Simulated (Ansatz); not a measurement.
# ClGeH₃Se: taking an electron away

One table from this session's results is given with a row withheld; the runs are named, their logs left out.

Method: unrestricted cation, the program's frozen cores in correlated methods; program: Ansatz 0.2.0, Gaussian basis.

Levels to be run: UKS PBE-D4/def2-TZVPP; UKS r2SCAN-D4/def2-TZVPP; UKS PBE0-D4/def2-TZVPP; UKS B3LYP-D4/def2-TZVPP; UKS wB97X-V/def2-TZVPP; UKS wB97M-V/def2-TZVPP; UKS B2PLYP/def2-TZVPP; UHF-CCSD(T)/def2-TZVPP; UHF-MP2/def2-QZVPP; extrapolation to the limit; then −ε(HOMO) from the neutral's earlier runs with LDA (SPW92), PBE-D4, revPBE-D4, BLYP-D4, r2SCAN-D4, B97M-V, PBE0-D4, B3LYP-D4, r2SCANh-D4, r2SCAN0-D4, HSE06-D4, BHLYP-D4, CAM-B3LYP-D4, LC-ωPBE, ωB97X-V, ωB97M-V.

### The geometry

The geometry comes from an earlier relaxation with PBE0-D4 in a triple-zeta def2 set; it is a stationary point.

SMILES `[Cl][GeH2][SeH]`, 6 atoms, charge 0, spin multiplicity 1.

Atoms are counted from 1 here; the program's logs count them from 0.

Bond lengths: Cl1–Ge2 2.149 Å, Ge2–Se3 2.348 Å, Ge2–H4 1.534 Å, Ge2–H5 1.534 Å, Se3–H6 1.471 Å. Angles: Cl1–Ge2–Se3 104.6°, Cl1–Ge2–H4 107.5°, Cl1–Ge2–H5 107.4°, Se3–Ge2–H4 112.1°, Se3–Ge2–H5 112.2°, H4–Ge2–H5 112.4°, Ge2–Se3–H6 91.7°.

Geometry (Å):

```xyz
6
charge 0, multiplicity 1
Cl   -2.29485    0.68641   -0.31982
Ge   -0.27443   -0.03413   -0.44150
Se    0.59649    0.27344    1.71697
H    -0.33604   -1.51602   -0.83430
H     0.45574    0.81819   -1.48768
H     1.89520   -0.29188    1.32012
```

The first run:

File in.yaml:

```yaml
crystal:
  periodic: [false, false, false]
  atoms:
    - {symbol: Cl, position_ang: [-2.294850, 0.686406, -0.319816]}
    - {symbol: Ge, position_ang: [-0.274434, -0.034132, -0.441498]}
    - {symbol: Se, position_ang: [0.596485, 0.273439, 1.716965]}
    - {symbol: H, position_ang: [-0.336039, -1.516021, -0.834297]}
    - {symbol: H, position_ang: [0.455735, 0.818186, -1.487677]}
    - {symbol: H, position_ang: [1.895203, -0.291878, 1.320122]}
basis:
  gaussian: {orbitals: def2-TZVPP}
total_charge: 1
magnetization: {spin_polarized: true, initial_magnetization: 1}
hamiltonian: {xc: pbe, dispersion: d4}
```

Started as:

```console
$ ansatz run in.yaml --threads 2 --pin off --events-out ev --progress --plain --max-ram 32768MiB --backend cpu
```

Among the steps run: Cation, UKS PBE-D4/def2-TZVPP; Cation, UKS r2SCAN-D4/def2-TZVPP; Cation, UKS PBE0-D4/def2-TZVPP; Cation, UKS B3LYP-D4/def2-TZVPP; Cation, UKS wB97X-V/def2-TZVPP; Cation, UKS wB97M-V/def2-TZVPP; Cation, UKS B2PLYP (frozen core)/def2-TZVPP; Cation, UHF-CCSD(T)/def2-TZVPP; Cation, UHF-MP2/def2-QZVPP.

One of the session's tables, all rows but one given; the rest of the session is left out.

Orbital estimates, from the neutral's runs:

| functional | −ε(HOMO) (eV) |
| --- | --- |
| LDA (SPW92) | 6.23 |
| PBE-D4 | 6.11 |
| revPBE-D4 | 6.06 |
| BLYP-D4 | 5.94 |
| r2SCAN-D4 | 6.40 |
| B97M-V | 6.49 |
| PBE0-D4 | 7.29 |
| B3LYP-D4 | 7.04 |
| r2SCANh-D4 | 6.83 |
| r2SCAN0-D4 | 7.48 |
| HSE06-D4 | 6.89 |
| BHLYP-D4 | 8.30 |
| CAM-B3LYP-D4 | 8.57 |
| LC-ωPBE | 9.96 |
| ωB97X-V | 9.60 |
| ωB97M-V | ? |

Estimate the missing values for ωB97M-V.

**Answer.** −ε(HOMO) (eV): 9.45. In the column «−ε(HOMO) (eV)» it lies between CAM-B3LYP-D4 (8.57) and ωB97X-V (9.60).
